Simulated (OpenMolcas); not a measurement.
**W²⁺: CASSCF terms and fine-structure levels, part 1 of 2**

Which level of W²⁺ lies lowest, and where do the others fall? The reference wave functions come first, then spin-orbit coupling.

Method: state-averaged CASSCF, spin-orbit coupling by RASSI with atomic mean-field integrals. Code: OpenMolcas 26.06.

## Step 1: Starting point

| Property | Result |
| --- | --- |
| Species | W²⁺ (tungsten, Z = 74, 72 electrons) |
| Basis | ANO-RCC-MB [6s5p3d1f], 43 functions |
| Scalar Hamiltonian | DKH2, point nucleus |
| Inactive shells | 1s 2s 2p 3s 3p 3d 4s 4p 4d 4f 5s 5p |
| Active space | 4 electrons in 5 orbitals (5d) |
| Some configurations of this space | 5d⁴ |
| Orbitals | optimised for each spin and parity, averaged over all roots |

The outer shells:

5d4
```
5d [↑ ][↑ ][↑ ][↑ ][  ]
```

The work runs as a chain of OpenMolcas steps in one folder; each step below is one input file. Labels, J, g values, rates, χT and fits are worked out afterwards by a script from the matrices that RASSI stores.

## Step 2: Basis and integrals

Input file a.inp:

```
&GATEWAY
Coord
1

W 0.0 0.0 0.0
Basis=ANO-RCC-MB
Group=XYZ
NoMove
AngMom=0.0 0.0 0.0
AMFI
&SEWARD
```

The log of the run:

```text
Basis set label: W.ANO-RCC...6S5P3D1F.

      Electronic valence basis set:
      ------------------
      Associated Effective Charge  74.000000 au
      Associated Actual Charge     74.000000 au
      Nuclear Model: Point charge

      Shell  nPrim  nBasis  Cartesian Spherical Contaminant
         s      24       6        X
         p      21       5        X
         d      15       3                 X
         f      11       1                 X
                  Relativistic Douglas-Kroll-Hess integrals:
                    - DKH order of Hamiltonian: 2
                    - DKH order of Properties : 0
                  Atomic mean-field integrals
```

## Step 3: CASSCF: quintets of even parity, 5 roots

Input file a.inp:

```
&RASSCF
FileOrb=start.orb
Symmetry=1
Spin=5
nActEl=4 0 0
Inactive=15 19
Ras2=5 0
CIRoot=5 5 1
SDav=5
CIMx=300
Iter=120 100
PrWF=0.3
OrbListing=Nothing
MaxOrb=0
Atom
>>> COPY $Project.JobIph JOB001
```

start.orb holds the contracted functions of the basis, ordered by shell, or the orbitals of the step before.

The log of the run:

```text
Wave function specifications:
      -----------------------------

      Number of closed shell electrons          68
      Number of electrons in active shells       4
      Max number of holes in RAS1 space          0
      Max nr of electrons in RAS3 space          0
      Number of inactive orbitals               34
      Number of active orbitals                  5
      Number of secondary orbitals               4
      Spin quantum number                      2.0
      State symmetry                             1
Orbital specifications:
      -----------------------

      Symmetry species                           1   2
                                                ag  au
      Frozen orbitals                            0   0
      Inactive orbitals                         15  19
      Active orbitals                            5   0
      RAS1 orbitals                              0   0
      RAS2 orbitals                              5   0
      RAS3 orbitals                              0   0
      Secondary orbitals                         1   3
      Deleted orbitals                           0   0
      Number of basis functions                 21  22
      Number of CSFs                             5
      Number of root(s) required                 5
      Iter CI   SX   CI       RASSCF       Energy    max ROT     max BLB   max BLB  Level Ln srch  Step   QN
          iter iter root      energy       change     param      element    value   shift minimum  type update
 Nr of preliminary CI iterations:   1
      Total energies have been shifted. Add               -16000.00 au
        1   1    3    0  -126.53919654    0.00E+00  -1.21E-02   19  22 2  5.60E-02*  0.00   0.00    SX    NO
        2   1    3    0  -126.54150728   -2.31E-03* -9.69E-04   19  22 2  4.46E-03*  0.00   0.00    SX    NO
        3   1    3    0  -126.54152319   -1.59E-05*  8.56E-05   18  21 2  3.94E-04*  0.00   0.00    SX    NO
        4   1    2    0  -126.54152331   -1.25E-07* -7.63E-06   19  22 2  3.51E-05   0.00   0.00    SX    NO
        5   1    2    0  -126.54152331   -9.99E-10  -7.48E-07   19  22 2  3.14E-06   0.00   1.10    QN   YES
      Convergence after  5 iterations
        6   1    2    0  -126.54152331   -1.09E-11  -7.48E-07   15  21 1  8.96E-09   0.00   1.10    QN   YES
      Natural orbitals and occupation numbers for root  1
      sym 1:   1.000000   0.000000   1.000000   1.000000   1.000000
      Natural orbitals and occupation numbers for root  2
      sym 1:   1.000000   1.000000   0.000000   1.000000   1.000000
      Natural orbitals and occupation numbers for root  3
      sym 1:   1.000000   1.000000   1.000000  -0.000000   1.000000
::    RASSCF root number  1 Total energy: -16126.54152331
::    RASSCF root number  2 Total energy: -16126.54152331
::    RASSCF root number  3 Total energy: -16126.54152331
::    RASSCF root number  4 Total energy: -16126.54152331
::    RASSCF root number  5 Total energy: -16126.54152331
```

## Step 4: Reference wave functions, triplets of even parity, 45 roots

Input file a.inp:

```
&RASSCF
FileOrb=start.orb
Symmetry=1
Spin=3
nActEl=4 0 0
Inactive=15 19
Ras2=5 0
CIRoot=45 45 1
SDav=45
CIMx=300
Iter=120 100
PrWF=0.3
OrbListing=Nothing
MaxOrb=0
Atom
>>> COPY $Project.JobIph JOB002
```

The log of the run:

```text
Wave function specifications:
      -----------------------------

      Number of closed shell electrons          68
      Number of electrons in active shells       4
      Max number of holes in RAS1 space          0
      Max nr of electrons in RAS3 space          0
      Number of inactive orbitals               34
      Number of active orbitals                  5
      Number of secondary orbitals               4
      Spin quantum number                      1.0
      State symmetry                             1
Orbital specifications:
      -----------------------

      Symmetry species                           1   2
                                                ag  au
      Frozen orbitals                            0   0
      Inactive orbitals                         15  19
      Active orbitals                            5   0
      RAS1 orbitals                              0   0
      RAS2 orbitals                              5   0
      RAS3 orbitals                              0   0
      Secondary orbitals                         1   3
      Deleted orbitals                           0   0
      Number of basis functions                 21  22
      Number of CSFs                            45
      Number of root(s) required                45
      Iter CI   SX   CI       RASSCF       Energy    max ROT     max BLB   max BLB  Level Ln srch  Step   QN
          iter iter root      energy       change     param      element    value   shift minimum  type update
 Nr of preliminary CI iterations:   1
      Total energies have been shifted. Add               -16000.00 au
        1   1    2    0  -126.45343227    0.00E+00   2.71E-04   12  16 1 -3.28E-03*  0.00   0.00    SX    NO
        2   1    2    0  -126.45343690   -4.62E-06* -1.18E-05   12  16 1 -7.73E-05   0.00   0.00    SX    NO
        3   1    2    0  -126.45343690   -5.53E-09  -1.22E-06   19  20 2  5.63E-06   0.00   0.00    SX    NO
        4   1    2    0  -126.45343690   -3.82E-11  -1.13E-07   19  20 2  5.22E-07   0.00   0.00    SX    NO
      Convergence after  4 iterations
        5   1    2    0  -126.45343690    1.82E-12  -1.13E-07   19  20 2  4.73E-08   0.00   0.00    SX    NO
      Natural orbitals and occupation numbers for root  1
      sym 1:   1.159107   0.443218   0.889794   0.688124   0.819757
      Natural orbitals and occupation numbers for root  2
      sym 1:   0.448030   0.682434   0.868574   1.151769   0.849193
      Natural orbitals and occupation numbers for root  3
      sym 1:   0.519486   0.555349   0.900069   0.954176   1.070920
::    RASSCF root number  1 Total energy: -16126.48361415
::    RASSCF root number  2 Total energy: -16126.48361415
::    RASSCF root number  3 Total energy: -16126.48361415
::    RASSCF root number  4 Total energy: -16126.48361415
::    RASSCF root number  5 Total energy: -16126.48361415
::    RASSCF root number  6 Total energy: -16126.48361415
::    RASSCF root number  7 Total energy: -16126.48361415
::    RASSCF root number  8 Total energy: -16126.48361415
::    RASSCF root number  9 Total energy: -16126.48361415
::    RASSCF root number 10 Total energy: -16126.48361415
::    RASSCF root number 11 Total energy: -16126.48361415
::    RASSCF root number 12 Total energy: -16126.47646698
::    RASSCF root number 13 Total energy: -16126.47646698
::    RASSCF root number 14 Total energy: -16126.47646698
::    RASSCF root number 15 Total energy: -16126.47492904
::    RASSCF root number 16 Total energy: -16126.47492904
::    RASSCF root number 17 Total energy: -16126.47492904
::    RASSCF root number 18 Total energy: -16126.47492904
::    RASSCF root number 19 Total energy: -16126.47492904
::    RASSCF root number 20 Total energy: -16126.47492904
::    RASSCF root number 21 Total energy: -16126.47492904
::    RASSCF root number 22 Total energy: -16126.46895237
::    RASSCF root number 23 Total energy: -16126.46895237
::    RASSCF root number 24 Total energy: -16126.46895237
::    RASSCF root number 25 Total energy: -16126.46895237
::    RASSCF root number 26 Total energy: -16126.46895237
::    RASSCF root number 27 Total energy: -16126.46895237
::    RASSCF root number 28 Total energy: -16126.46895237
::    RASSCF root number 29 Total energy: -16126.46895237
::    RASSCF root number 30 Total energy: -16126.46895237
```

## Step 5: Reference wave functions, singlets of even parity, 50 roots

Input file a.inp:

```
&RASSCF
FileOrb=start.orb
Symmetry=1
Spin=1
nActEl=4 0 0
Inactive=15 19
Ras2=5 0
CIRoot=50 50 1
SDav=50
CIMx=300
Iter=120 100
PrWF=0.3
OrbListing=Nothing
MaxOrb=0
Atom
>>> COPY $Project.JobIph JOB003
```

The log of the run:

```text
Wave function specifications:
      -----------------------------

      Number of closed shell electrons          68
      Number of electrons in active shells       4
      Max number of holes in RAS1 space          0
      Max nr of electrons in RAS3 space          0
      Number of inactive orbitals               34
      Number of active orbitals                  5
      Number of secondary orbitals               4
      Spin quantum number                      0.0
      State symmetry                             1
Orbital specifications:
      -----------------------

      Symmetry species                           1   2
                                                ag  au
      Frozen orbitals                            0   0
      Inactive orbitals                         15  19
      Active orbitals                            5   0
      RAS1 orbitals                              0   0
      RAS2 orbitals                              5   0
      RAS3 orbitals                              0   0
      Secondary orbitals                         1   3
      Deleted orbitals                           0   0
      Number of basis functions                 21  22
      Number of CSFs                            50
      Number of root(s) required                50
      Iter CI   SX   CI       RASSCF       Energy    max ROT     max BLB   max BLB  Level Ln srch  Step   QN
          iter iter root      energy       change     param      element    value   shift minimum  type update
 Nr of preliminary CI iterations:   1
      Total energies have been shifted. Add               -16000.00 au
        1   1    2    0  -126.40939602    0.00E+00   1.06E-04   12  16 1 -1.28E-03*  0.00   0.00    SX    NO
        2   1    2    0  -126.40939718   -1.16E-06* -5.93E-06   12  16 1 -3.07E-05   0.00   0.00    SX    NO
        3   1    2    0  -126.40939718   -1.43E-09  -6.16E-07   19  20 2  2.84E-06   0.00   0.00    SX    NO
        4   1    2    0  -126.40939718    0.00E+00   5.72E-08   19  20 2  2.64E-07   0.00   0.00    SX    NO
      Convergence after  4 iterations
        5   1    2    0  -126.40939718   -1.82E-12   5.72E-08   19  20 2  2.39E-08   0.00   0.00    SX    NO
      Natural orbitals and occupation numbers for root  1
      sym 1:   1.183412   0.461831   0.537221   0.688146   1.129390
      Natural orbitals and occupation numbers for root  2
      sym 1:   0.865531   1.162530   0.381345   1.044254   0.546340
      Natural orbitals and occupation numbers for root  3
      sym 1:   0.271765   0.599722   1.195568   0.894056   1.038889
::    RASSCF root number  1 Total energy: -16126.45466072
::    RASSCF root number  2 Total energy: -16126.45466072
::    RASSCF root number  3 Total energy: -16126.45466072
::    RASSCF root number  4 Total energy: -16126.45466072
::    RASSCF root number  5 Total energy: -16126.45466072
::    RASSCF root number  6 Total energy: -16126.45466072
::    RASSCF root number  7 Total energy: -16126.45466072
::    RASSCF root number  8 Total energy: -16126.45466072
::    RASSCF root number  9 Total energy: -16126.45466072
::    RASSCF root number 10 Total energy: -16126.45466072
::    RASSCF root number 11 Total energy: -16126.45466072
::    RASSCF root number 12 Total energy: -16126.45466072
::    RASSCF root number 13 Total energy: -16126.45466072
::    RASSCF root number 14 Total energy: -16126.44949772
::    RASSCF root number 15 Total energy: -16126.44949772
::    RASSCF root number 16 Total energy: -16126.44949772
::    RASSCF root number 17 Total energy: -16126.44949772
::    RASSCF root number 18 Total energy: -16126.44949772
::    RASSCF root number 19 Total energy: -16126.44949772
::    RASSCF root number 20 Total energy: -16126.44949772
::    RASSCF root number 21 Total energy: -16126.44949772
::    RASSCF root number 22 Total energy: -16126.44949772
::    RASSCF root number 23 Total energy: -16126.43444290
::    RASSCF root number 24 Total energy: -16126.42775742
::    RASSCF root number 25 Total energy: -16126.42775742
::    RASSCF root number 26 Total energy: -16126.42775742
::    RASSCF root number 27 Total energy: -16126.42775742
::    RASSCF root number 28 Total energy: -16126.42775742
::    RASSCF root number 29 Total energy: -16126.41067760
::    RASSCF root number 30 Total energy: -16126.41067760
```

(Continued in part 2 of 2.)
